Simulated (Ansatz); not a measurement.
# C₇H₁₃FHfN₂: small, medium and large basis sets

How large a basis does C₇H₁₃FHfN₂ need? Two functionals are run in growing sets.

Program: Ansatz 0.2.0, Gaussian basis. Level of theory: one geometry, several basis sets. These are calculated values, not measurements.

The runs, in order: PBE0-D4/def2-SVP; ωB97M-V/def2-SVP; PBE0-D4/def2-QZVPP; ωB97M-V/def2-QZVPP; the functionals' def2-TZVPP values are taken from earlier runs.

## 1. Structure used throughout

All runs share one geometry, relaxed beforehand with PBE0-D4/def2-TZVP. Hf takes the def2 core potential; no spin-orbit term is included.

SMILES `CC[C@@]12[C@H]3[C@H]4[C@H]5[C@@H]1[Hf]4532([NH2])([NH2])[F]`, 24 atoms, charge 0, spin multiplicity 1.

Atoms are counted from 1 here; the program's logs count them from 0.

Bond lengths: C1–C2 1.523 Å, C1–H12 1.093 Å, C1–H13 1.093 Å, C1–H14 1.092 Å, C2–C3 1.498 Å, C2–H15 1.096 Å, C2–H16 1.093 Å, C3–C4 1.413 Å, C3–C7 1.419 Å, C3–Hf8 2.529 Å, C4–C5 1.408 Å, C4–Hf8 2.564 Å, C4–H17 1.081 Å, C5–C6 1.411 Å, C5–Hf8 2.565 Å, C5–H18 1.080 Å, C6–C7 1.412 Å, C6–Hf8 2.525 Å and more. Angles: C2–C1–H12 110.9°, C2–C1–H13 111.6°, C2–C1–H14 110.8°, H12–C1–H13 108.3°, H12–C1–H14 107.4°, H13–C1–H14 107.7°, C1–C2–C3 114.6°, C1–C2–H15 109.2°, C1–C2–H16 109.5°, C3–C2–H15 108.4°, C3–C2–H16 108.6°, H15–C2–H16 106.2°, C2–C3–C4 126.0°, C2–C3–C7 126.9°, C2–C3–Hf8 119.8°, C4–C3–C7 107.0°, C4–C3–Hf8 75.3°, C7–C3–Hf8 72.4° and more.

Coordinates:

```xyz
24
charge 0, multiplicity 1
C    -0.3223    1.9537   -1.8960
C    -1.4537    0.9776   -1.6016
C    -1.2700    0.1658   -0.3557
C    -1.4353   -1.2334   -0.2438
C    -1.2203   -1.6098    1.0961
C    -0.9236   -0.4425    1.8317
C    -0.9522    0.6518    0.9395
Hf    1.0257   -0.7064    0.2483
N     1.7879   -2.1268    1.5000
N     2.3482    0.8240    0.5484
F     1.3841   -1.1565   -1.6017
H     0.6078    1.4201   -2.1105
H    -0.1440    2.6276   -1.0548
H    -0.5565    2.5666   -2.7690
H    -2.3958    1.5314   -1.5169
H    -1.5755    0.2951   -2.4466
H    -1.6521   -1.9000   -1.0668
H    -1.2590   -2.6163    1.4860
H    -0.6960   -0.3950    2.8867
H    -0.7625    1.6826    1.2004
H     2.7717   -2.3618    1.4622
H     1.3319   -2.7450    2.1514
H     2.5829    1.5442   -0.1202
H     2.7785    1.0530    1.4329
```

## 2. PBE0-D4 in def2-SVP

in.yaml reads:

```yaml
crystal:
  periodic: [false, false, false]
  atoms:
    - {symbol: C, position_ang: [-0.322251, 1.953676, -1.896028]}
    - {symbol: C, position_ang: [-1.453665, 0.977566, -1.601586]}
    - {symbol: C, position_ang: [-1.269964, 0.165777, -0.355653]}
    - {symbol: C, position_ang: [-1.435293, -1.233380, -0.243755]}
    - {symbol: C, position_ang: [-1.220336, -1.609848, 1.096124]}
    - {symbol: C, position_ang: [-0.923612, -0.442479, 1.831652]}
    - {symbol: C, position_ang: [-0.952206, 0.651825, 0.939500]}
    - {symbol: Hf, position_ang: [1.025720, -0.706440, 0.248296]}
    - {symbol: N, position_ang: [1.787878, -2.126753, 1.500020]}
    - {symbol: N, position_ang: [2.348164, 0.823970, 0.548403]}
    - {symbol: F, position_ang: [1.384132, -1.156509, -1.601719]}
    - {symbol: H, position_ang: [0.607750, 1.420134, -2.110547]}
    - {symbol: H, position_ang: [-0.144042, 2.627563, -1.054782]}
    - {symbol: H, position_ang: [-0.556461, 2.566617, -2.768959]}
    - {symbol: H, position_ang: [-2.395787, 1.531448, -1.516899]}
    - {symbol: H, position_ang: [-1.575495, 0.295079, -2.446608]}
    - {symbol: H, position_ang: [-1.652051, -1.900027, -1.066783]}
    - {symbol: H, position_ang: [-1.259008, -2.616261, 1.486003]}
    - {symbol: H, position_ang: [-0.695959, -0.395010, 2.886749]}
    - {symbol: H, position_ang: [-0.762532, 1.682610, 1.200377]}
    - {symbol: H, position_ang: [2.771729, -2.361786, 1.462152]}
    - {symbol: H, position_ang: [1.331886, -2.744972, 2.151399]}
    - {symbol: H, position_ang: [2.582931, 1.544237, -0.120232]}
    - {symbol: H, position_ang: [2.778470, 1.052952, 1.432885]}
basis:
  gaussian: {orbitals: def2-SVP}
hamiltonian: {xc: pbe0, dispersion: d4}
output: {orbitals: {seedname: orbitals}}
```

Command:

```sh
> ansatz run in.yaml --threads 4 --pin off --events-out ev --progress --plain --max-ram 66560MiB --backend cpu
```

The runs that follow: ωB97M-V in def2-SVP; PBE0-D4 in def2-QZVPP; ωB97M-V in def2-QZVPP.

Before running them: what should the planned runs give, taken together? Wanted: PBE0-D4: double and triple zeta above quadruple; ωB97M-V: double and triple zeta above quadruple.

As calculated:

| quantity | value |
| --- | --- |
| PBE0-D4: double and triple zeta above quadruple | 15.95, 0.74 eV |
| ωB97M-V: double and triple zeta above quadruple | 16.53, 0.70 eV |

What this shows: PBE0-D4 gains 15.21 eV from double to triple zeta, then 0.74 eV more. Total energies overstate the basis error of differences, where much of it tends to cancel. The LUMO of ωB97M-V is positive and keeps falling with the basis (1.77 to 0.87 eV): an unbound level that the basis holds in place.
